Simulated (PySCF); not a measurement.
# C7H6N2: electronic excitations at several levels of theory

How much do the electronic excitations of C7H6N2 (`c1ccc2[nH]cnc2c1`) depend on the level of theory, and what does each level cost?

Programs: PySCF 2.14.0, with density-fitted response routines of our own. Each step states its level of theory. These are calculated values for one molecule in the gas phase, unless marked as measured. Atoms are numbered from 0 throughout.

## 1. The starting structure

15 atoms, charge 0, multiplicity 1; geometry from: GFN2-xTB.

Bonds of the start (Å): C0–C1 1.40, C1–C2 1.38, C2–C3 1.39, C3–N4 1.37, N4–C5 1.36, C5–N6 1.29, N6–C7 1.37, C7–C8 1.39, C8–C0 1.38, C7–C3 1.42, C0–H9 1.08, C1–H10 1.08, C2–H11 1.08, N4–H12 1.01, C5–H13 1.07, C8–H14 1.08.

## 2. Relaxing the molecule at PBE0-D3(BJ)/def2-SVP

The job: settings as JSON, then the geometry in Å.

```
{"job": {"xc": "PBE0", "basis": "def2-SVP", "d3": "d3bj", "grid": 2, "kind": "geom"}, "charge": 0, "multiplicity": 1}
C     -2.203130    -0.359230     0.002230
C     -1.990390     1.020640     0.038210
C     -0.718100     1.555840     0.046480
C      0.338770     0.660580     0.018230
N      1.701330     0.821890     0.014240
C      2.236500    -0.433050    -0.025700
N      1.352380    -1.376740    -0.046480
C      0.135480    -0.739660    -0.019790
C     -1.155760    -1.255360    -0.027550
H     -3.218150    -0.728080    -0.003360
H     -2.843570     1.682520     0.059250
H     -0.553640     2.623100     0.071580
H      2.200910     1.694620     0.034470
H      3.296320    -0.600850    -0.039930
H     -1.319520    -2.320270    -0.056520
```

Output:

```text
step   0  E = -379.17499402  max force = 0.013889
step   1  E = -379.17604430  max force = 0.009164
step   2  E = -379.17562598  max force = 0.014796
step   3  E = -379.17648383  max force = 0.002057
step   4  E = -379.17644728  max force = 0.002788
step   5  E = -379.17649925  max force = 0.000707
step   6  E = -379.17649870  max force = 0.000778
step   7  E = -379.17650192  max force = 0.000176
optimisation converged
```

Wall time 2.6 min (8 threads of AMD EPYC (Zen 3), shared host).

Step by step: (the energy doesn't fall at every step)

| step | energy from step 0 (eV) | largest force component (eV/Å) |
| --- | --- | --- |
| 0 | 0.0000 | 0.7142 |
| 1 | -0.0286 | 0.4712 |
| 2 | -0.0172 | 0.7608 |
| 3 | -0.0405 | 0.1058 |
| 4 | -0.0395 | 0.1434 |
| 5 | -0.0410 | 0.0364 |
| 6 | -0.0409 | 0.0400 |
| 7 | -0.0410 | 0.0091 |

Distances of close pairs at the start and the end, largest changes first:

| bond | before (Å) | after (Å) | change (Å) |
| --- | --- | --- | --- |
| C5–H13 | 1.073 | 1.091 | +0.018 |
| C8–H14 | 1.078 | 1.092 | +0.014 |
| C1–H10 | 1.080 | 1.093 | +0.013 |
| C0–H9 | 1.080 | 1.092 | +0.012 |
| C2–H11 | 1.080 | 1.092 | +0.012 |
| C0–C1 | 1.397 | 1.408 | +0.012 |
| C2–C3 | 1.385 | 1.396 | +0.011 |
| C7–C8 | 1.390 | 1.400 | +0.010 |

The next job starts from the end point, and lists it.

| at the end point | value |
| --- | --- |
| point group (found at 0.08 Å tolerance) | Cs |
| rotational constants (GHz, main isotopes) | 3.944, 1.684, 1.180 |
| dipole moment (D) | 3.52 |

## 3. Excited states and response: CAM-B3LYP/def2-SVPD

The job: settings as JSON, then the geometry in Å.

```
{"job": {"kind": "uv", "xc": "CAM-B3LYP", "basis": "def2-SVPD", "nstates": 12, "ntriplets": 4}, "charge": 0, "multiplicity": 1}
C     -2.218215    -0.361672     0.002093
C     -2.002840     1.029600     0.039064
C     -0.721354     1.567864     0.046553
C      0.340160     0.661720     0.015572
N      1.707276     0.815030     0.011828
C      2.248513    -0.443055    -0.026157
N      1.358129    -1.392219    -0.047106
C      0.142921    -0.740373    -0.022007
C     -1.158318    -1.257839    -0.028692
H     -3.243439    -0.738892    -0.002332
H     -2.863672     1.701952     0.062422
H     -0.559965     2.647648     0.075281
H      2.217188     1.686858     0.032853
H      3.329565    -0.593236    -0.036579
H     -1.316519    -2.337436    -0.057434
```

With the program's defaults for keys left out, this is: TDDFT CAM-B3LYP/def2-SVPD, vertical, gas phase, core orbitals frozen in the response.

Output:

```text
coarse grid: 13448 points
cycle   1  E = -379.2784920060  dE =  2.103e+00  |g| = 4.710e-01  |ddm| = 1.417e+01
cycle   2  E = -379.2510807938  dE =  2.741e-02  |g| = 6.371e-01  |ddm| = 3.760e+00
cycle   3  E = -379.3436065800  dE = -9.253e-02  |g| = 7.562e-02  |ddm| = 1.781e+00
cycle   4  E = -379.3445768106  dE = -9.702e-04  |g| = 4.254e-02  |ddm| = 2.680e-01
cycle   5  E = -379.3449956102  dE = -4.188e-04  |g| = 1.019e-02  |ddm| = 1.406e-01
cycle   6  E = -379.3450238756  dE = -2.827e-05  |g| = 3.033e-03  |ddm| = 4.131e-02
cycle   7  E = -379.3450269505  dE = -3.075e-06  |g| = 1.086e-03  |ddm| = 1.153e-02
final grid: 132672 points
cycle   8  E = -379.4140602543  dE = -3.886e-05  |g| = 3.327e-03  |ddm| = 2.272e-01
cycle   9  E = -379.4140607837  dE = -5.294e-07  |g| = 3.276e-03  |ddm| = 2.513e-02
cycle  10  E = -379.4140631838  dE = -2.400e-06  |g| = 4.808e-04  |ddm| = 9.064e-03
cycle  11  E = -379.4140632329  dE = -4.913e-08  |g| = 2.228e-04  |ddm| = 1.841e-03
cycle  12  E = -379.4140632455  dE = -1.264e-08  |g| = 6.791e-05  |ddm| = 8.588e-04
cycle  13  E = -379.4140632468  dE = -1.244e-09  |g| = 1.902e-05  |ddm| = 1.845e-04
cycle  14  E = -379.4140632470  dE = -2.044e-10  |g| = 8.278e-06  |ddm| = 9.467e-05
converged SCF energy = -379.4140632470

Static polarisability (au): isotropic 92.037, principal 51.969 97.422 126.722

Singlet excitations
state   eV       nm        f      main configurations
  1   5.1352    241.4   0.06248   H-1->L 0.64, H->L+2 0.23, H->L 0.09
  2   5.4650    226.9   0.09562   H->L 0.74, H-1->L+2 0.12, H-1->L 0.10
  3   6.0797    203.9   0.00121   H-2->L 0.88, H-2->L+5 0.10
  4   6.4186    193.2   0.00030   H->L+1 0.54, H-1->L+1 0.37
  5   6.4556    192.1   0.00281   H-1->L+1 0.56, H->L+1 0.39
  6   6.6469    186.5   0.55224   H->L+2 0.68, H-1->L 0.22
  7   6.8143    181.9   0.50263   H-1->L+2 0.82, H->L 0.13
  8   7.0003    177.1   0.00212   H->L+3 0.86
  9   7.0736    175.3   0.00564   H-1->L+3 0.80, H-1->L+4 0.09
 10   7.2031    172.1   0.06778   H-1->L+5 0.49, H->L+5 0.36
 11   7.3325    169.1   0.10768   H->L+5 0.56, H-1->L+5 0.35
 12   7.3565    168.5   0.00389   H->L+4 0.66, H->L+7 0.14

Triplet excitations (Tamm-Dancoff, eV): 3.7603 4.2552 4.8536 5.1829
```

Run time: 1.9 min. Hardware: 8 threads of AMD EPYC (Zen 3), shared host.

The orbitals next to the gap, with their largest atomic shares:

| orbital | eV | atoms |
| --- | --- | --- |
| HOMO−3 | -10.36 | N6 28 %, N4 19 %, C7 14 % |
| HOMO−2 | -9.39 | N6 63 %, C7 11 %, C5 9 % |
| HOMO−1 | -7.95 | C0 22 %, C3 15 %, N4 13 % |
| HOMO | -7.82 | C1 18 %, C8 14 %, C2 13 % |
| LUMO | 0.38 | C8 16 %, C2 16 %, C5 16 % |
| LUMO+1 | 1.16 | H12 34 %, C5 20 %, N4 11 % |
| LUMO+2 | 1.43 | C0 20 %, C3 18 %, C1 14 % |

With each of the 12 states as a Gaussian band of 0.4 eV half-width at 1/e, the curve within the window shown has maxima at 232 nm (ε 5,500), 184 nm (ε 42,000) L/(mol cm). Beyond the last state computed it falls off for lack of states. The curve at chosen wavelengths:

nm, ε (L/mol/cm) and a bar:
```
      162       3425 ##
      166       7541 #####
      171      15632 ###########
      175      25350 ##################
      180      38174 ###########################
      184      42311 ##############################
      189      35590 #########################
      193      24714 #################
      198      12241 #########
      202       6020 ####
      206       2993 ##
      211       2109 #
      215       2619 ##
      220       3797 ##
      224       4693 ###
      229       5365 ####
      233       5444 ####
      237       5149 ###
      242       4406 ###
      246       3656 ##
      251       2694 ##
      255       1997 #
      260       1287 #
      264        862 
      269        492 
      273        301
```

Ground-state properties from the same run:

| property | computed |
| --- | --- |
| dipole moment (D) | 3.55 |
| polarisability (Å³) | 13.64 |
| HOMO–LUMO gap (eV) | 8.20 |
| −ε(HOMO) (eV) | 7.82 |

## 4. Excited states and response: PBE0/def2-SVPD

Settings changed since step 3:

```diff
@@ -1,2 +1,2 @@
-{"job": {"kind": "uv", "xc": "CAM-B3LYP", "basis": "def2-SVPD", "nstates": 12, "ntriplets": 4}, "charge": 0, "multiplicity": 1}
+{"job": {"kind": "uv", "xc": "PBE0", "basis": "def2-SVPD", "nstates": 12, "ntriplets": 4}, "charge": 0, "multiplicity": 1}
 C     -2.218215    -0.361672     0.002093
```

Method: TDDFT PBE0/def2-SVPD, vertical, gas phase, core orbitals frozen in the response.

Output:

```text
coarse grid: 13448 points
cycle   1  E = -379.0696643167  dE =  1.798e+00  |g| = 4.571e-01  |ddm| = 1.211e+01
cycle   2  E = -378.9694179595  dE =  1.002e-01  |g| = 7.949e-01  |ddm| = 4.013e+00
cycle   3  E = -379.1282397607  dE = -1.588e-01  |g| = 1.180e-01  |ddm| = 2.320e+00
cycle   4  E = -379.1310514803  dE = -2.812e-03  |g| = 4.466e-02  |ddm| = 3.584e-01
cycle   5  E = -379.1314604493  dE = -4.090e-04  |g| = 1.941e-02  |ddm| = 1.669e-01
cycle   6  E = -379.1315678766  dE = -1.074e-04  |g| = 3.514e-03  |ddm| = 6.235e-02
cycle   7  E = -379.1315708021  dE = -2.925e-06  |g| = 1.342e-03  |ddm| = 1.365e-02
final grid: 132672 points
cycle   8  E = -379.1796038602  dE = -3.773e-05  |g| = 6.993e-03  |ddm| = 3.291e-01
cycle   9  E = -379.1795986065  dE =  5.254e-06  |g| = 8.493e-03  |ddm| = 5.623e-02
cycle  10  E = -379.1796165377  dE = -1.793e-05  |g| = 1.421e-03  |ddm| = 2.813e-02
cycle  11  E = -379.1796170434  dE = -5.057e-07  |g| = 2.730e-04  |ddm| = 3.911e-03
cycle  12  E = -379.1796170591  dE = -1.575e-08  |g| = 1.349e-04  |ddm| = 1.268e-03
cycle  13  E = -379.1796170637  dE = -4.535e-09  |g| = 2.815e-05  |ddm| = 4.361e-04
cycle  14  E = -379.1796170638  dE = -1.289e-10  |g| = 1.760e-05  |ddm| = 1.275e-04
converged SCF energy = -379.1796170638

Static polarisability (au): isotropic 92.487, principal 51.884 97.501 128.075

Singlet excitations
state   eV       nm        f      main configurations
  1   5.0851    243.8   0.05618   H-1->L 0.70, H->L+1 0.24
  2   5.3309    232.6   0.09412   H->L 0.82, H-1->L+1 0.10
  3   5.7884    214.2   0.00057   H-2->L 0.96
  4   6.2117    199.6   0.00103   H->L+2 0.97
  5   6.2735    197.6   0.00130   H-1->L+2 0.97
  6   6.5041    190.6   0.41268   H->L+1 0.61, H-1->L 0.17, H->L+3 0.09
  7   6.6719    185.8   0.31181   H-1->L+1 0.69, H-1->L+3 0.09, H->L+3 0.09
  8   6.8110    182.0   0.00229   H->L+4 0.97
  9   6.9072    179.5   0.00252   H-1->L+4 0.96
 10   6.9229    179.1   0.22090   H->L+3 0.64, H-3->L 0.12, H->L+1 0.09
 11   6.9537    178.3   0.00023   H-2->L+1 0.98
 12   7.0016    177.1   0.17069   H-1->L+3 0.78

Triplet excitations (Tamm-Dancoff, eV): 3.7105 4.1714 4.7924 5.0996
```

Run time: 92 s. Hardware: 8 threads of AMD EPYC (Zen 3), shared host.

This run: HOMO -6.66 eV, LUMO -0.66 eV; lowest singlet 5.09 eV.

## 5. Excited states and response: PBE/def2-SVPD

Settings changed since step 4:

```diff
@@ -1,2 +1,2 @@
-{"job": {"kind": "uv", "xc": "PBE0", "basis": "def2-SVPD", "nstates": 12, "ntriplets": 4}, "charge": 0, "multiplicity": 1}
+{"job": {"kind": "uv", "xc": "PBE", "basis": "def2-SVPD", "nstates": 12, "ntriplets": 4}, "charge": 0, "multiplicity": 1}
 C     -2.218215    -0.361672     0.002093
```

Level: TDDFT PBE/def2-SVPD, vertical, gas phase, core orbitals frozen in the response.

Output:

```text
coarse grid: 13448 points
cycle   1  E = -378.9955254709  dE =  1.433e+00  |g| = 5.658e-01  |ddm| = 1.479e+01
cycle   2  E = -378.6612923057  dE =  3.342e-01  |g| = 1.242e+00  |ddm| = 7.106e+00
cycle   3  E = -379.0684545913  dE = -4.072e-01  |g| = 2.994e-01  |ddm| = 5.098e+00
cycle   4  E = -379.0897271752  dE = -2.127e-02  |g| = 6.939e-02  |ddm| = 7.525e-01
cycle   5  E = -379.0902125002  dE = -4.853e-04  |g| = 5.198e-02  |ddm| = 3.680e-01
cycle   6  E = -379.0910099254  dE = -7.974e-04  |g| = 9.252e-03  |ddm| = 1.539e-01
cycle   7  E = -379.0910264546  dE = -1.653e-05  |g| = 5.369e-03  |ddm| = 4.161e-02
cycle   8  E = -379.0910340239  dE = -7.569e-06  |g| = 4.809e-04  |ddm| = 1.240e-02
final grid: 132672 points
cycle   9  E = -379.1572506375  dE = -5.735e-05  |g| = 1.104e-02  |ddm| = 5.151e-01
cycle  10  E = -379.1572201472  dE =  3.049e-05  |g| = 1.533e-02  |ddm| = 1.113e-01
cycle  11  E = -379.1572829336  dE = -6.279e-05  |g| = 2.162e-03  |ddm| = 6.585e-02
cycle  12  E = -379.1572840876  dE = -1.154e-06  |g| = 5.811e-04  |ddm| = 5.691e-03
cycle  13  E = -379.1572841669  dE = -7.938e-08  |g| = 2.140e-04  |ddm| = 2.122e-03
cycle  14  E = -379.1572841784  dE = -1.147e-08  |g| = 5.329e-05  |ddm| = 5.109e-04
cycle  15  E = -379.1572841789  dE = -4.801e-10  |g| = 3.036e-05  |ddm| = 1.683e-04
converged SCF energy = -379.1572841789

Static polarisability (au): isotropic 95.060, principal 52.540 100.322 132.318

Singlet excitations
state   eV       nm        f      main configurations
  1   4.7724    259.8   0.03261   H-1->L 0.66, H->L+1 0.23, H->L 0.09
  2   4.8750    254.3   0.00016   H-2->L 0.99
  3   4.9545    250.2   0.07808   H->L 0.77
  4   5.5525    223.3   0.00039   H->L+2 1.00
  5   5.6734    218.5   0.00116   H-1->L+2 1.00
  6   5.7756    214.7   0.00002   H-2->L+1 1.00
  7   5.9180    209.5   0.08113   H->L+3 0.47, H-3->L 0.29, H->L+1 0.17
  8   6.0914    203.5   0.07771   H-1->L+1 0.33, H-1->L+3 0.26, H-2->L+2 0.18
  9   6.2173    199.4   0.02230   H-2->L+2 0.78, H-1->L+3 0.12
 10   6.2424    198.6   0.00115   H->L+4 1.00
 11   6.3649    194.8   0.00164   H-1->L+4 1.00
 12   6.4005    193.7   0.42415   H->L+1 0.34, H->L+3 0.16, H-1->L 0.14

Triplet excitations (Tamm-Dancoff, eV): 3.6749 4.0076 4.7032 4.7128
```

It took 73 s on 8 threads of AMD EPYC (Zen 3), shared host.

Key values: HOMO -5.72 eV, LUMO -1.53 eV; lowest singlet 4.77 eV.

## 6. Excited states and response: B3LYP/def2-SVPD

Settings changed since step 5:

```diff
@@ -1,2 +1,2 @@
-{"job": {"kind": "uv", "xc": "PBE", "basis": "def2-SVPD", "nstates": 12, "ntriplets": 4}, "charge": 0, "multiplicity": 1}
+{"job": {"kind": "uv", "xc": "B3LYP", "basis": "def2-SVPD", "nstates": 12, "ntriplets": 4}, "charge": 0, "multiplicity": 1}
 C     -2.218215    -0.361672     0.002093
```

With the program's defaults for keys left out, this is: TDDFT B3LYP/def2-SVPD, vertical, gas phase, core orbitals frozen in the response.

Output:

```text
coarse grid: 13448 points
cycle   1  E = -379.4794077086  dE =  1.715e+00  |g| = 4.948e-01  |ddm| = 1.505e+01
cycle   2  E = -379.3418839153  dE =  1.375e-01  |g| = 8.957e-01  |ddm| = 5.171e+00
cycle   3  E = -379.5453365224  dE = -2.035e-01  |g| = 1.533e-01  |ddm| = 2.871e+00
cycle   4  E = -379.5503206003  dE = -4.984e-03  |g| = 4.988e-02  |ddm| = 4.503e-01
cycle   5  E = -379.5507958627  dE = -4.753e-04  |g| = 2.385e-02  |ddm| = 1.946e-01
cycle   6  E = -379.5509574235  dE = -1.616e-04  |g| = 4.509e-03  |ddm| = 7.285e-02
cycle   7  E = -379.5509620941  dE = -4.671e-06  |g| = 1.835e-03  |ddm| = 1.805e-02
final grid: 132672 points
cycle   8  E = -379.6171945383  dE = -4.831e-05  |g| = 5.834e-03  |ddm| = 3.717e-01
cycle   9  E = -379.6171841016  dE =  1.044e-05  |g| = 8.752e-03  |ddm| = 4.361e-02
cycle  10  E = -379.6172030530  dE = -1.895e-05  |g| = 1.240e-03  |ddm| = 2.483e-02
cycle  11  E = -379.6172034518  dE = -3.988e-07  |g| = 2.470e-04  |ddm| = 4.005e-03
cycle  12  E = -379.6172034636  dE = -1.185e-08  |g| = 1.495e-04  |ddm| = 1.112e-03
cycle  13  E = -379.6172034696  dE = -5.973e-09  |g| = 2.317e-05  |ddm| = 4.697e-04
cycle  14  E = -379.6172034696  dE = -5.662e-11  |g| = 1.721e-05  |ddm| = 1.136e-04
converged SCF energy = -379.6172034696

Static polarisability (au): isotropic 93.499, principal 52.234 98.671 129.592

Singlet excitations
state   eV       nm        f      main configurations
  1   4.9905    248.4   0.05105   H-1->L 0.72, H->L+1 0.25
  2   5.2151    237.7   0.09222   H->L 0.84, H-1->L+1 0.10
  3   5.6375    219.9   0.00053   H-2->L 0.98
  4   5.8770    211.0   0.00094   H->L+2 0.99
  5   5.9542    208.2   0.00119   H-1->L+2 0.99
  6   6.3577    195.0   0.35938   H->L+1 0.55, H-1->L 0.15, H->L+3 0.13
  7   6.5065    190.6   0.16439   H-1->L+1 0.57, H->L+3 0.17, H-1->L+3 0.15
  8   6.5100    190.5   0.00213   H->L+4 0.98
  9   6.6124    187.5   0.00236   H-1->L+4 0.98
 10   6.7398    184.0   0.00020   H-2->L+1 0.98
 11   6.7471    183.8   0.37018   H->L+3 0.48, H->L+1 0.14, H-3->L 0.11
 12   6.8312    181.5   0.17518   H-1->L+3 0.71, H-1->L+1 0.12

Triplet excitations (Tamm-Dancoff, eV): 3.7302 4.1441 4.7751 5.0426
```

It took 96 s on 8 threads of AMD EPYC (Zen 3), shared host.

Key values: HOMO -6.45 eV, LUMO -0.85 eV; lowest singlet 4.99 eV.

## 7. Comparing the runs: electronic excitations

Excitations and ground-state properties, with basis size and wall time:

| run | lowest singlet (eV) | brightest (eV) | f | gap (eV) | α (Å³) | μ (D) | functions | time |
| --- | --- | --- | --- | --- | --- | --- | --- | --- |
| CAM-B3LYP/def2-SVPD | 5.14 | 6.65 | 0.552 | 8.20 | 13.64 | 3.55 | 228 | 1.9 min |
| PBE0/def2-SVPD | 5.09 | 6.50 | 0.413 | 6.00 | 13.71 | 3.51 | 228 | 92 s |
| PBE/def2-SVPD | 4.77 | 6.40 | 0.424 | 4.19 | 14.09 | 3.46 | 228 | 73 s |
| B3LYP/def2-SVPD | 4.99 | 6.75 | 0.370 | 5.60 | 13.86 | 3.50 | 228 | 96 s |

## 8. Summary of results

| quantity | value |
| --- | --- |
| point group | Cs |
| rotational constants (main isotopes) | 3.94, 1.68, 1.18 GHz |
| lowest singlet (CAM-B3LYP/def2-SVPD) | 5.14 eV (241 nm), f = 0.062 |
| brightest single state of those computed | state 6, 6.65 eV, f = 0.552 |
| lowest triplet | 3.76 eV |
| range of the lowest singlet | 4.77 to 5.14 eV |

What this shows: Single values in the summary come from the first sound run of each kind (CAM-B3LYP/def2-SVPD), which need not be the best level. The optimisation took 7 steps and gained 0.041 eV; among the close pairs (by a distance rule), C5–H13 changed most, from 1.073 to 1.091 Å. No frequency check was run at this level, so the end point may be a saddle. The first singlet state (HOMO−1→LUMO 0.64, HOMO→LUMO+2 0.23) lies at 5.14 eV and is bright; of the 12 states computed, the strongest absorption comes from state 6 at 6.65 eV. The lowest triplet lies 1.37 eV below the lowest singlet (triplets in Tamm-Dancoff, singlets in full TDDFT). The lowest singlet runs from 4.77 eV (PBE/def2-SVPD) to 5.14 eV (CAM-B3LYP/def2-SVPD), while the orbital gap spans 4.19 to 8.20 eV: the excitation energy moves far less from run to run than the orbital gap does. The lowest state need not be the same one in every run.
